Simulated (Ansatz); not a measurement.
# TiO2 (Rutile): the cost of one run

Computed with Ansatz 0.2.0 through its Python package. Level of theory: DFT PBE, plane waves, PAW.

### 1 Starting point

Symmetry: P4_2/mnm, No. 136, tetragonal system. Conventional cell: a = 4.592 Å, b = 4.592 Å, c = 2.957 Å, α = 90.00°, β = 90.00°, γ = 90.00°. Ti (site symmetry mmm) is surrounded by 6 O at 1.95 to 1.98 Å. O (site symmetry m2m) is surrounded by 3 Ti at 1.95 to 1.98 Å.

No structure file is read: the coordinates are typed or built in the script.

### 2 The code

The input, run_dfpt.py:

```python
from pathlib import Path
import warnings

import ansatz as az
import numpy as np
from pymatgen.core import Lattice, Structure
from pymatgen.io.ase import AseAtomsAdaptor

warnings.simplefilter("ignore", az.DeckWarning)

pmg_structure = Structure(
    Lattice([(4.5922, 0.0, 0.0), (0.0, 4.5922, 0.0), (0.0, 0.0, 2.9574)]),
    ["Ti", "Ti", "O", "O", "O", "O"],
    [
        (0.0, 0.0, 0.0),
        (0.5, 0.5, 0.5),
        (0.30496, 0.30496, 0.0),
        (0.19504, 0.80496, 0.5),
        (0.69504, 0.69504, 0.0),
        (0.80496, 0.19504, 0.5),
    ],
)
crystal = az.Crystal.from_ase(AseAtomsAdaptor.get_atoms(pmg_structure))

calculation = (
    crystal.calculation()
    .occupations(az.OccupationsMethod.COLD, width=0.01)
    .functional(az.Functional.PBE)
    .basis(470)
    .kpoints(6, 6, 8)
    .phonons("dfpt", points=[(0, 0, 0), (0.5, 0.5, 0.5)])
)
result = calculation.run(runs_dir="runs")
ph = result.phonons

for q in ph.qpoints:
    print("q =", np.round(q.q_frac, 3), "1/cm:", " ".join(f"{w:.1f}" for w in q.omega_inv_cm))
```

### 3 The calls as engine input

The engine receives this input:

```yaml
crystal:
  lattice:
    - [4.5922, 0.0, 0.0]
    - [0.0, 4.5922, 0.0]
    - [0.0, 0.0, 2.9574]
  atoms:
    - { symbol: Ti, position: [0.0, 0.0, 0.0] }
    - { symbol: Ti, position: [0.5, 0.5, 0.5] }
    - { symbol: O, position: [0.30496, 0.30496, 0.0] }
    - { symbol: O, position: [0.19504, 0.80496, 0.5] }
    - { symbol: O, position: [0.69504, 0.69504, 0.0] }
    - { symbol: O, position: [0.80496, 0.19504, 0.5] }
basis:
  ecutwfc: 470.0
kpoints:
  mp_grid:
    grid: [6, 6, 8]
hamiltonian:
  xc: pbe
scf:
  occupations:
    method: cold
    width: 0.01
phonons:
  method: dfpt
  qpoints:
    - [0.0, 0.0, 0.0]
    - [0.5, 0.5, 0.5]
```

### 4 Launch

Launch:

```console
> python run_dfpt.py
```

What time and memory should one allow on 1 thread of Arm Neoverse V1, shared host?

About 3.3 min, with a peak of 1 GiB.
